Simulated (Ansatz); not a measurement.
Run this with the Python package of Ansatz (0.2.0) and show what comes out.

The script, `c4h9b_deck.py`:
```python
"""C4H9B through the session interface."""

import ansatz as az
import numpy as np
import pandas as pd

DECK = """
crystal:
  periodic: [false, false, false]
  atoms:
    - { symbol: B, position_ang: [-0.6752, 1.5428, 0.2094] }
    - { symbol: C, position_ang: [-0.0191, 0.1558, 0.0924] }
    - { symbol: C, position_ang: [1.1379, -0.1476, 0.9967] }
    - { symbol: C, position_ang: [-0.8364, -1.011, -0.2669] }
    - { symbol: C, position_ang: [0.0501, -0.4574, -1.3192] }
    - { symbol: H, position_ang: [-0.0941, 2.5501, 0.5168] }
    - { symbol: H, position_ang: [-1.8409, 1.7178, -0.0659] }
    - { symbol: H, position_ang: [2.0225, 0.6006, 0.818] }
    - { symbol: H, position_ang: [1.578, -1.1541, 0.8848] }
    - { symbol: H, position_ang: [0.8527, -0.0672, 2.094] }
    - { symbol: H, position_ang: [-1.9869, -0.7916, -0.4562] }
    - { symbol: H, position_ang: [-0.5767, -2.0045, 0.1458] }
    - { symbol: H, position_ang: [-0.5159, 0.1361, -2.1281] }
    - { symbol: H, position_ang: [0.8911, -1.0991, -1.4928] }
basis:
  gaussian: { orbitals: def2-SVP }
hamiltonian:
  xc: pbe
output:
  forces: true
"""

session = az.Session.from_yaml(DECK)
rep = session.plan(threads=1).execute().report

print(f"E = {rep['free_energy_ev']:.6f} eV = {rep['free_energy_ev'] / 27.211386246:.7f} Ha")
print("converged:", rep["converged"], " doubts:", rep["published_state_doubts"] or "none")
symbols = ["B", "C", "C", "C", "C", "H", "H", "H", "H", "H", "H", "H", "H", "H"]
field = rep["mean_field"]
print("<S^2> =", round(abs(field["state"]["spin_squared"]), 4), " all-electron relativity setting:", field["relativity"])
print("passes:", field["passes"])
if "symmetry" in field:
    print("occupied orbitals by irrep:", field["symmetry"]["occupied"])

forces = np.array(rep["forces_ev_ang"])
print("largest force", round(float(np.linalg.norm(forces, axis=1).max()), 4), "eV/A, rms", round(float(np.sqrt((forces ** 2).mean())), 4))
charges = rep["charge_distribution"]
table = pd.DataFrame({"atom": symbols, "mulliken": charges["mulliken_charges_e"], "lowdin": charges["lowdin_charges_e"]})
print(table.round(3).to_string())
print("dipole (e A):", np.round(charges["dipole_moment_e_ang"], 4) + 0.0)
```

```console
$ python c4h9b_deck.py
E = -4958.373535 eV = -182.2168665 Ha
converged: True  doubts: none
<S^2> = 0.0  all-electron relativity setting: none
passes: {'evaluations': 17, 'products': 11}
occupied orbitals by irrep: [{'A': 19}, {'A': 19}]
largest force 3.7957 eV/A, rms 1.0029
   atom  mulliken  lowdin
0     B    -0.004  -0.066
1     C    -0.184  -0.151
2     C     0.015   0.051
3     C    -0.055  -0.011
4     C    -0.030   0.040
5     H    -0.008  -0.019
6     H    -0.022  -0.019
7     H     0.040   0.030
8     H     0.003  -0.002
9     H     0.036   0.020
10    H     0.057   0.046
11    H     0.041   0.017
12    H     0.071   0.050
13    H     0.039   0.014
dipole (e A): [ 0.0795 -0.2197 -0.0404]
```

Total energies depend on the basis set; only differences at equal settings carry meaning. The geometry is a force-field or estimated start, not a minimum of this method, and the basis set is short of its limit. The Löwdin charges here are taken after orthogonalising the functions within each atom; they differ from plain Löwdin charges, and their signs can be unphysical. Hardware and time: 4.6 s on 1 thread of Arm Neoverse V1, with other jobs on the host, peak memory 0.24 GiB.

(Lines on the test bed's own set-up are left out of the output.)
